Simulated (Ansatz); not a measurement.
What does this script print? It uses the Python package of Ansatz (0.2.0).

Input file `albh4s2.xyz`:
```text
8

Al   -0.60240    1.51600   -0.19500
S     1.28500    0.65640   -0.96160
B     1.08880   -0.83500    0.15520
S     0.33890   -2.38330   -0.45280
H    -2.02990    1.17470   -0.93060
H    -0.63900    2.55010    1.05770
H     1.59970   -0.80320    1.26390
H    -0.94900   -1.93290    0.00740
```

`tae_albh4s2.py`:
```python
"""Atomisation energy of AlBH4S2 at the given geometry."""

from collections import Counter

import ansatz


def single_point(molecule, charge=0, unpaired=0):
    calc = (
        molecule.calculation()
        .basis(gaussian="aug-cc-pVDZ")
        .functional("PBE0")
    )
    if charge:
        calc = calc.charge(charge)
    if unpaired:
        calc = calc.spin("collinear", total=unpaired)
    report = calc.run().report
    if report["published_state_doubts"]:
        print("  doubts:", report["published_state_doubts"])
    return report["free_energy_ev"]

albh4s2 = ansatz.Crystal.molecule_from_extxyz("albh4s2.xyz")

# unpaired electrons of the ground-state atoms
unpaired = {"Al": 1, "S": 2, "B": 1, "H": 1}
counts = Counter(site.symbol for site in albh4s2.cartesian_sites)
atom_energy = {s: single_point(ansatz.Crystal.molecule().atom(s, (0, 0, 0)), 0, unpaired[s]) for s in counts}
whole = single_point(albh4s2, 0, 0)
for s, e in atom_energy.items():
    print(f"{s:2s} x{counts[s]}  {e:14.5f} eV")
print(f"AlBH4S2: {whole:.5f} eV")
split = sum(counts[s] * e for s, e in atom_energy.items()) - whole
print(f"atomisation energy (no zero-point term): {split:.3f} eV, {split / sum(counts.values()):.3f} eV an atom")
```

```console
$ python tae_albh4s2.py
Al x1     -6591.86728 eV
S  x2    -10829.30985 eV
B  x1      -669.84865 eV
H  x4       -13.62341 eV
AlBH4S2: -28998.35863 eV
atomisation energy (no zero-point term): 23.529 eV, 2.941 eV an atom
```

23.529 eV from the electronic energies, without the zero-point term.

Total energies depend on the basis set; only differences at equal settings carry meaning. The geometry is a force-field or estimated start, not a minimum of this method, and the basis set is short of its limit. All parts are taken at fixed geometry, without zero-point energy. For Al to Cl the sets with a tight d function, cc-pV(X+d)Z, are usual. Hardware and time: 6.2 s on 1 thread of Arm Neoverse V2 (shared host), peak memory 0.37 GiB.

(Lines on the test bed's own set-up are left out of the output.)
